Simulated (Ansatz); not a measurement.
**CH₉N₃OTi: basis-set convergence**

The task here is to estimate one member of a computed series from the others.

Program: Ansatz 0.2.0, Gaussian basis. Level of theory: one geometry, several basis sets. These are calculated values, not measurements.

Levels to be run: PBE0-D4/def2-SVP; ωB97M-V/def2-SVP; PBE0-D4/def2-QZVPP; ωB97M-V/def2-QZVPP; the functionals' def2-TZVPP values are taken from earlier runs.

## Structure used throughout

All runs share one geometry, relaxed beforehand with PBE0-D4 in a triple-zeta def2 set.

SMILES `C[O][Ti]([NH2])([NH2])[NH2]`, 15 atoms, charge 0, spin multiplicity 1.

Atoms are counted from 1 here; the program's logs count them from 0.

Bond lengths: C1–O2 1.386 Å, C1–H7 1.096 Å, C1–H8 1.096 Å, C1–H9 1.096 Å, O2–Ti3 1.782 Å, Ti3–N4 1.893 Å, Ti3–N5 1.893 Å, Ti3–N6 1.895 Å, N4–H10 1.010 Å, N4–H11 1.011 Å, N5–H12 1.009 Å, N5–H13 1.011 Å, N6–H14 1.009 Å, N6–H15 1.010 Å. Angles: O2–C1–H7 110.3°, O2–C1–H8 110.5°, O2–C1–H9 111.1°, H7–C1–H8 108.2°, H7–C1–H9 108.3°, H8–C1–H9 108.4°, C1–O2–Ti3 158.1°, O2–Ti3–N4 110.5°, O2–Ti3–N5 112.7°, O2–Ti3–N6 110.7°, N4–Ti3–N5 106.1°, N4–Ti3–N6 110.1°, N5–Ti3–N6 106.6°, Ti3–N4–H10 124.4°, Ti3–N4–H11 124.1°, H10–N4–H11 109.9°, Ti3–N5–H12 124.5°, Ti3–N5–H13 124.9° and more.

Coordinates:

```mol
CH9N3OTi
  3D, bonds by distance, orders not assigned

 15 14  0  0  0  0  0  0  0  0999 V2000
   -0.4408   -1.6166    1.9435 C   0  0
   -0.3210   -1.0026    0.7069 O   0  0
    0.0630    0.2748   -0.4755 Ti  0  0
    1.2240   -0.3885   -1.8150 N   0  0
    0.9526    1.7511    0.3068 N   0  0
   -1.5198    0.9537   -1.2657 N   0  0
   -0.1363   -2.6671    1.8772 H   0  0
   -1.4800   -1.5835    2.2902 H   0  0
    0.1889   -1.1224    2.6925 H   0  0
    1.1333   -0.1852   -2.7998 H   0  0
    1.8589   -1.1633   -1.6814 H   0  0
    1.8738    2.0683    0.0448 H   0  0
    0.6180    2.2712    1.1061 H   0  0
   -1.6623    1.9260   -1.4959 H   0  0
   -2.3741    0.4332   -1.4052 H   0  0
  1  2  8  0
  2  3  8  0
  3  4  8  0
  3  5  8  0
  3  6  8  0
  1  7  8  0
  1  8  8  0
  1  9  8  0
  4 10  8  0
  4 11  8  0
  5 12  8  0
  5 13  8  0
  6 14  8  0
  6 15  8  0
M  END
```

Set-up of the first run:

in.yaml reads:

```yaml
crystal:
  periodic: [false, false, false]
  atoms:
    - {symbol: C, position_ang: [-0.440751, -1.616568, 1.943546]}
    - {symbol: O, position_ang: [-0.321042, -1.002605, 0.706860]}
    - {symbol: Ti, position_ang: [0.063042, 0.274760, -0.475531]}
    - {symbol: N, position_ang: [1.224032, -0.388468, -1.814982]}
    - {symbol: N, position_ang: [0.952648, 1.751121, 0.306774]}
    - {symbol: N, position_ang: [-1.519824, 0.953740, -1.265662]}
    - {symbol: H, position_ang: [-0.136312, -2.667140, 1.877237]}
    - {symbol: H, position_ang: [-1.480008, -1.583476, 2.290171]}
    - {symbol: H, position_ang: [0.188921, -1.122429, 2.692512]}
    - {symbol: H, position_ang: [1.133304, -0.185187, -2.799802]}
    - {symbol: H, position_ang: [1.858853, -1.163271, -1.681428]}
    - {symbol: H, position_ang: [1.873824, 2.068325, 0.044771]}
    - {symbol: H, position_ang: [0.618011, 2.271222, 1.106074]}
    - {symbol: H, position_ang: [-1.662338, 1.926037, -1.495891]}
    - {symbol: H, position_ang: [-2.374061, 0.433239, -1.405248]}
basis:
  gaussian: {orbitals: def2-SVP}
hamiltonian: {xc: pbe0, dispersion: d4}
output: {orbitals: {seedname: orbitals}}
```

Run with:

```bash
$ ansatz run in.yaml --threads 2 --pin off --events-out ev --progress --plain --max-ram 22528MiB --backend cpu
```

Steps of the session up to this table: PBE0-D4 in def2-SVP; ωB97M-V in def2-SVP; PBE0-D4 in def2-QZVPP; ωB97M-V in def2-QZVPP.

One table of the session follows, with a row left open; its other results are not shown here.

It belongs to the step «Density functionals: the series». 

```
functional       basis  HOMO (eV)
   PBE0-D4    def2-SVP      -6.39
   PBE0-D4  def2-TZVPP      -6.76
   PBE0-D4  def2-QZVPP      -6.81
   ωB97M-V    def2-SVP      -8.77
   ωB97M-V  def2-TZVPP          ?
   ωB97M-V  def2-QZVPP      -9.18
```

**Question.** Estimate the row for ωB97M-V, def2-TZVPP.

As computed: HOMO (eV): -9.13. In the column «HOMO (eV)» it lies between ωB97M-V, def2-QZVPP (-9.18) and ωB97M-V, def2-SVP (-8.77).
